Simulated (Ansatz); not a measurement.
**CH₅BFIn: a ladder of functionals and wavefunction methods**

One table from this session's results is given with a row withheld; the runs are named, their logs left out.

Method: functionals in def2-TZVPP, the program's frozen cores in correlated methods; program: Ansatz 0.2.0, Gaussian basis.

Levels to be run: PBE-D4, r2SCAN-D4, PBE0-D4, B3LYP-D4, ωB97X-V, ωB97M-V, B2PLYP; CCSD(T)/def2-TZVPP; CCSD(T)/def2-QZVPP; extrapolation to the limit.

**Structure used throughout**

The geometry comes from an earlier relaxation with PBE0-D4 in a triple-zeta def2 set; it is a stationary point, not always the lowest conformer. In takes the def2 core potential; no spin-orbit term is included.

SMILES `[BH2][InH][CH2]F`, 9 atoms, charge 0, spin multiplicity 1.

Atoms are counted from 1 here; the program's logs count them from 0.

Bond lengths: B1–In2 2.230 Å, B1–H5 1.197 Å, B1–H6 1.197 Å, In2–C3 2.188 Å, In2–H7 1.736 Å, C3–F4 1.393 Å, C3–H8 1.095 Å, C3–H9 1.095 Å. Angles: In2–B1–H5 121.7°, In2–B1–H6 121.7°, H5–B1–H6 116.5°, B1–In2–C3 122.9°, B1–In2–H7 125.6°, C3–In2–H7 111.5°, In2–C3–F4 112.4°, In2–C3–H8 110.5°, In2–C3–H9 110.5°, F4–C3–H8 107.9°, F4–C3–H9 107.9°, H8–C3–H9 107.4°.

The first run:

The input, in.yaml:

```yaml
crystal:
  periodic: [false, false, false]
  atoms:
    - {symbol: B, position_ang: [-1.325404, 0.205428, -1.735277]}
    - {symbol: In, position_ang: [-0.417392, 0.656588, 0.251301]}
    - {symbol: C, position_ang: [1.205349, -0.530466, 1.114389]}
    - {symbol: F, position_ang: [1.592182, -1.582460, 0.286464]}
    - {symbol: H, position_ang: [-2.262115, -0.531265, -1.846457]}
    - {symbol: H, position_ang: [-0.896533, 0.681426, -2.746214]}
    - {symbol: H, position_ang: [-0.881488, 1.957950, 1.301998]}
    - {symbol: H, position_ang: [0.900603, -0.953768, 2.077528]}
    - {symbol: H, position_ang: [2.084806, 0.096557, 1.296269]}
basis:
  gaussian: {orbitals: def2-TZVPP}
hamiltonian: {xc: pbe, dispersion: d4}
output: {forces: true, orbitals: {seedname: orbitals}}
```

On the command line:

```console
$ ansatz run in.yaml --threads 2 --pin off --events-out ev --progress --plain --max-ram 32768MiB --backend cpu
```

Among the steps run: PBE-D4 (GGA); r2SCAN-D4 (meta-GGA); PBE0-D4 (hybrid); B3LYP-D4 (hybrid); ωB97X-V (range-separated); ωB97M-V (range-separated); B2PLYP (double hybrid); CCSD(T) in def2-TZVPP; CCSD(T) in def2-QZVPP.

One table of the session follows, with a row left open; its other results are not shown here.

It belongs to the step «Atomisation energies». 

```
            method  atomisation energy (eV)
            PBE-D4                   28.261
         r2SCAN-D4                   27.995
           PBE0-D4                   27.836
          B3LYP-D4                   27.791
           ωB97X-V                   28.058
           ωB97M-V                   27.992
            B2PLYP                   27.487
     HF/def2-TZVPP                   20.437
    MP2/def2-TZVPP                   27.440
   CCSD/def2-TZVPP                        ?
CCSD(T)/def2-TZVPP                   27.226
           MP2/CBS                   28.059
       CCSD(T)/CBS                   27.845
```

**Question.** Estimate the row for CCSD/def2-TZVPP.

The run gave: atomisation energy (eV): 26.858. In the column «atomisation energy (eV)» it lies between HF/def2-TZVPP (20.437) and CCSD(T)/def2-TZVPP (27.226).

Limits of these values: Free atoms (1 B, 1 In, 1 C, 1 F, 5 H) were run apart at each level; the atomisation energy is their sum less the molecule, without zero-point or spin-orbit terms.
